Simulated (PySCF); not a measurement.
A run of PySCF 2.14.0 is set up as follows.

The input run.py:

```python
import json
import numpy as np
from pyscf.pbc import gto, scf, dft, df

cell = gto.Cell()
cell.basis = 'def2-svp'
cell.fromfile('GaH2O2F.xyz')
cell.exp_to_discard = 0
cell.precision = 1e-08
cell.max_memory = 2520  # MB
cell.verbose = 4
cell.build()

res = {}
from pyscf.dispersion import dftd4
d = dftd4.DFTD4Dispersion(cell, xc='b97d', atm=True).get_dispersion(grad=True)
print('dispersion energy = %.10f' % d['energy'])
res['e_disp'] = float(d['energy'])

kpts = cell.make_kpts([1, 1, 1])
mf = dft.KRKS(cell, kpts, xc='GGA_XC_B97_D')
mf = mf.density_fit()
mf.with_df._cderi = 'cderi.h5'  # three-centre integrals saved by an earlier run on this cell, basis and mesh
mf.conv_tol = 1e-07
mf.max_cycle = 60

mf.kernel()
res.update(converged=bool(mf.converged), e_tot=mf.e_tot, nelec=cell.nelectron, nao=cell.nao, mesh=list(map(int, cell.mesh)), a=cell.lattice_vectors().tolist(), coords=cell.atom_coords().tolist(),
           mo_energy=[np.real(x).tolist() for x in mf.mo_energy], mo_occ=[np.real(x).tolist() for x in mf.mo_occ])
res.update(kpts=cell.get_scaled_kpts(kpts).tolist())
res['parts'] = {k: float(np.real(v)) for k, v in mf.scf_summary.items() if np.isscalar(v)}
json.dump(res, open('results.json', 'w'))
if not mf.converged:
    raise SystemExit('SCF not converged')

print('levels (eV)')
for i, kp in enumerate(res['kpts'][:40]):
    print('k %7.4f %7.4f %7.4f  ' % tuple(kp), ' '.join('%.3f' % (x * 27.211386) for x in res['mo_energy'][i][:34]))

# Mulliken populations
dm, s = np.asarray(mf.make_rdm1()), np.asarray(mf.get_ovlp())
sites = cell.aoslice_by_atom()[:, 2:]
tot = np.einsum('kij,kji->i', dm, s).real / len(kpts)
res['mulliken'] = [cell.atom_charge(i) - tot[a0:a1].sum() for i, (a0, a1) in enumerate(sites)]
print('Mulliken charges', np.round(res['mulliken'], 5))
res['meta_lowdin'] = mf.mulliken_meta()[1].tolist()
res['done'] = True
json.dump(res, open('results.json', 'w'))
```

Contents of GaH2O2F.xyz:

```xyz
6
Lattice="11.0000000000 0.0000000000 0.0000000000 0.0000000000 13.0000000000 0.0000000000 0.0000000000 0.0000000000 13.0000000000" Properties=species:S:1:pos:R:3 pbc="T T T"
O      5.0480999800      7.9369000100      5.7313500400
Ga     5.2770999600      6.2434999900      6.1885500300
O      6.1397000500      5.7435999400      7.6414500500
F      4.6226999500      4.9971000300      5.1613499600
H      4.5564999700      8.0448999800      4.9133500000
H      6.4694999600      6.4855000600      8.1546500100
```

Potentials or basis: def2-svp (all-electron).

The run is started by

```sh
$ OMP_NUM_THREADS=2 python -u run.py > log
```

Problem. Estimate the meta-löwdin charges.

Solution. O -0.63, -0.62; Ga +1.02; F -0.43; H +0.33 e.

Problem. Predict the dispersion energy per atom.

Solution. -0.069 eV.

Problem. Predict the gap between the frontier levels.

Solution. 5.32 eV.

Caveat: this is a molecule in a periodic box at the Γ point, so its band gap is the HOMO-LUMO gap; the energy listed adds the dispersion energy to the SCF energy of the log; relativity is left out, which matters for the heavier elements; the basis of atomic orbitals isn't converged, which shifts pressures, moduli and gaps.
